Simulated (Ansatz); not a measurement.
I need band-curvature effective masses by finite differences of GaP, space group F-43m. Use the Python package of Ansatz (0.2.0). Level of theory (first run): RPBE, norm-conserving potentials, the default cutoff (1088 eV here), 5×5×5 k-points, fixed occupations.

```
CELL_PARAMETERS angstrom
0.00000 2.72525 2.72525
2.72525 0.00000 2.72525
2.72525 2.72525 0.00000
ATOMIC_POSITIONS crystal
Ga 0.00000 0.00000 0.00000
P 0.25000 0.25000 0.25000
```

Script `gap.py`:
```python
# -*- coding: utf-8 -*-
import warnings

import ansatz as az
import numpy as np

config = {
    "functional": "rpbe",
    "smearing": "fixed",
}


def main():
    warnings.simplefilter("ignore", az.DeckWarning)

    vectors = np.array([
        [0.0, 2.72525, 2.72525],
        [2.72525, 0.0, 2.72525],
        [2.72525, 2.72525, 0.0],
    ])
    cell = (
        az.Lattice.of(vectors)
        .atom("Ga", (0.0, 0.0, 0.0))
        .atom("P", (0.25, 0.25, 0.25))
    )

    setup = (
        cell.calculation()
        .functional(config["functional"])
        .pseudopotentials("nc")
        .kpoints(5)
        .occupations(config["smearing"])
    )
    result = setup.band_table().run()
    report = result.report
    levels = np.array(report["eigenvalues_ev"])
    filled = round(report["n_electrons"] / 2)
    edges = {"top filled band": (filled - 1, levels[:, filled - 1].argmax()), "lowest empty band": (filled, levels[:, filled].argmin())}
    gap = levels[:, filled].min() - levels[:, filled - 1].max()
    print(f"gap on the mesh {gap:.3f} eV")
    if gap <= 0.05:
        print("no gap: band-edge masses have no meaning here")
        edges = {}
    reciprocal = 2 * np.pi * np.linalg.inv(result.lattice.cell_ang).T
    step = 0.01  # 1/A

    pairs = [(0, 1), (0, 2), (1, 2)]
    moves = [sign * axis for axis in np.eye(3) for sign in (-1, 1)]
    moves += [s1 * np.eye(3)[i] + s2 * np.eye(3)[j] for i, j in pairs for s1 in (1, -1) for s2 in (1, -1)]
    for name, (band, index) in edges.items():
        together = int(np.sum(np.abs(levels[index] - levels[index, band]) < 2e-3))
        print(name, "at k =", np.round(report["kpoints_frac"][index], 4), f"E = {levels[index, band]:.4f} eV, degeneracy {together}")
        centre = np.array(report["kpoints_frac"][index]) @ reciprocal
        points = [centre] + [centre + step * move for move in moves]
        table = setup.band_structure(points, intervals=1, cartesian=True).run().band_structure().channels[0].eigenvalues_ev
        if together > 1:
            level = np.flatnonzero(np.abs(levels[index] - levels[index, band]) < 2e-3)
            along = (table[1, level] + table[2, level] - 2 * table[0, level]) / step ** 2
            print("  degenerate level, no single mass tensor; masses of its branches along x:", np.round(7.61996 / along, 3), "m_e")
            continue
        e = table[:, band]
        hessian = np.diag((e[1:7:2] + e[2:7:2] - 2 * e[0]) / step ** 2)
        for (i, j), (pp, pm, mp, mm) in zip(pairs, e[7:].reshape(3, 4)):
            hessian[i, j] = hessian[j, i] = (pp - pm - mp + mm) / (4 * step ** 2)
        curvatures, axes = np.linalg.eigh(hessian)
        slope = (e[2:7:2] - e[1:7:2]) / (2 * step)
        print("  slope (eV A):", np.round(slope, 3) + 0.0, "" if np.abs(slope).max() < 0.05 else "- no extremum here, so these are local curvatures and no band-edge masses")
        for curvature, axis in zip(curvatures, axes.T):
            print(f"  principal mass {7.61996 / curvature:8.3f} m_e along", np.round(axis, 2) + 0.0)


if __name__ == "__main__":
    main()
```

Running `python gap.py` prints:
```text
gap on the mesh 1.714 eV
top filled band at k = [0. 0. 0.] E = 7.6973 eV, degeneracy 3
  degenerate level, no single mass tensor; masses of its branches along x: [-0.117 -0.389 -0.389] m_e
lowest empty band at k = [0.  0.4 0.4] E = 9.4116 eV, degeneracy 1
  slope (eV A): [-0.442  0.     0.   ] - no extremum here, so these are local curvatures and no band-edge masses
  principal mass    1.030 m_e along [1. 0. 0.]
  principal mass    0.230 m_e along [0.   1.   0.09]
  principal mass    0.230 m_e along [ 0.   -0.09  1.  ]
```

Notes:
- These settings explore the input space; cutoff and mesh may be short of convergence.
- Along an axis with an odd division the mesh misses the point at one half; a gap read on a finite mesh is an upper bound on this functional's gap.
- Semilocal gaps usually lie well under measured ones.
- Such functionals run on norm-conserving files made under PBE, which can move pressures by some GPa.
- The computed bands are complete only to about 4.0 eV above the Fermi level.
- The starting cell is as deposited in a crystallographic database; the results hold for this polymorph, which needn't be the stable one.
- Levels are Kohn-Sham eigenvalues on this mesh, without spin-orbit coupling.
- The masses are finite-difference curvatures at extrema found on a coarse mesh, which needn't be the true band edges; a step that is long against the gap makes them too heavy. At a valence maximum the curvature is negative (the hole mass is its size); mixed signs mark a saddle. Spin-orbit coupling is left out, and light masses scale with the Kohn-Sham gap.
- Run time: 9.7 s on 1 thread of Arm Neoverse V1, on a shared host, peak memory 0.36 GiB.
